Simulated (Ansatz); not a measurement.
# BFH4O2Si: one species, many methods

One table from this session's results is given with a row withheld; the runs are named, their logs left out.

The runs use Ansatz 0.2.0, Gaussian basis; functionals in def2-TZVPP, the program's frozen cores in correlated methods.

Levels to be run: LDA (SPW92), PBE-D4, revPBE-D4, BLYP-D4, r2SCAN-D4, B97M-V, PBE0-D4, B3LYP-D4, r2SCANh-D4, r2SCAN0-D4, HSE06-D4, BHLYP-D4, CAM-B3LYP-D4, LC-ωPBE, ωB97X-V, ωB97M-V, B2PLYP, PBE-QIDH; CCSD(T)/def2-SVP; CCSD(T)/def2-TZVPP; MP2/def2-QZVPP; extrapolation to the limit; RPA on PBE.

**The geometry**

All runs share one geometry, relaxed beforehand with PBE0-D4 in a triple-zeta def2 set.

SMILES `OB(O)[SiH2]F`, 9 atoms, charge 0, spin multiplicity 1.

Atoms are counted from 1 here; the program's logs count them from 0.

Bond lengths: O1–B2 1.366 Å, O1–H6 0.959 Å, B2–O3 1.354 Å, B2–Si4 2.036 Å, O3–H7 0.964 Å, Si4–F5 1.605 Å, Si4–H8 1.488 Å, Si4–H9 1.492 Å. Angles: B2–O1–H6 114.7°, O1–B2–O3 118.3°, O1–B2–Si4 123.3°, O3–B2–Si4 118.4°, B2–O3–H7 112.7°, B2–Si4–F5 111.2°, B2–Si4–H8 112.0°, B2–Si4–H9 110.8°, F5–Si4–H8 107.7°, F5–Si4–H9 107.4°, H8–Si4–H9 107.6°.

Coordinates:

```xyz
9
charge 0, multiplicity 1
O     0.0351    0.5323    1.7369
B     0.4513    0.3752    0.4451
O     1.6398    0.9148    0.0838
Si   -0.6053   -0.6639   -0.9510
F    -0.5372    0.0557   -2.3840
H    -0.8294    0.1639    1.9271
H     2.0712    1.3832    0.8082
H    -0.0934   -2.0512   -1.1173
H    -2.0437   -0.7562   -0.5660
```

The first run:

File in.yaml:

```yaml
crystal:
  periodic: [false, false, false]
  atoms:
    - {symbol: O, position_ang: [0.035119, 0.532336, 1.736887]}
    - {symbol: B, position_ang: [0.451310, 0.375189, 0.445140]}
    - {symbol: O, position_ang: [1.639791, 0.914828, 0.083791]}
    - {symbol: Si, position_ang: [-0.605322, -0.663946, -0.951036]}
    - {symbol: F, position_ang: [-0.537152, 0.055739, -2.383962]}
    - {symbol: H, position_ang: [-0.829402, 0.163891, 1.927139]}
    - {symbol: H, position_ang: [2.071204, 1.383172, 0.808206]}
    - {symbol: H, position_ang: [-0.093416, -2.051195, -1.117267]}
    - {symbol: H, position_ang: [-2.043732, -0.756214, -0.565999]}
basis:
  gaussian: {orbitals: def2-TZVPP}
hamiltonian: {xc: lda}
output: {orbitals: {seedname: orbitals}}
```

The run is started by

```bash
ansatz run in.yaml --threads 2 --pin off --events-out ev --progress --plain --max-ram 4352MiB
```

Steps of the session up to this table: LDA; PBE-D4 (GGA); revPBE-D4 (GGA); BLYP-D4 (GGA); r2SCAN-D4 (meta-GGA); B97M-V (meta-GGA); B3LYP-D4 (hybrid); r2SCANh-D4 (hybrid); r2SCAN0-D4 (hybrid); HSE06-D4 (hybrid); BHLYP-D4 (hybrid); CAM-B3LYP-D4 (range-separated); LC-ωPBE (range-separated); ωB97X-V (range-separated); ωB97M-V (range-separated); B2PLYP (double hybrid); PBE-QIDH (double hybrid).

One table of the session follows, with a row left open; its other results are not shown here.

It belongs to the step «Orbital energies across the functionals». 

| functional | HOMO (eV) | gap (eV) |
| --- | --- | --- |
| LDA (SPW92) | -7.09 | 5.18 |
| PBE-D4 | -6.98 | 5.33 |
| revPBE-D4 | -6.93 | 5.40 |
| BLYP-D4 | -6.90 | 5.40 |
| r2SCAN-D4 | -7.28 | 5.91 |
| B97M-V | -7.39 | 5.88 |
| PBE0-D4 | ? | ? |
| B3LYP-D4 | -8.16 | 7.19 |
| r2SCANh-D4 | -7.79 | 6.73 |
| r2SCAN0-D4 | -8.55 | 7.95 |
| HSE06-D4 | -7.95 | 6.81 |
| BHLYP-D4 | -9.68 | 9.84 |
| CAM-B3LYP-D4 | -9.77 | 10.07 |
| LC-ωPBE | -11.08 | 12.57 |
| ωB97X-V | -10.75 | 12.12 |
| ωB97M-V | -10.54 | 11.64 |

Estimate the missing values for PBE0-D4.

The run gave: HOMO (eV): -8.35; gap (eV): 7.59. In the column «HOMO (eV)» it lies between r2SCAN0-D4 (-8.55) and B3LYP-D4 (-8.16).
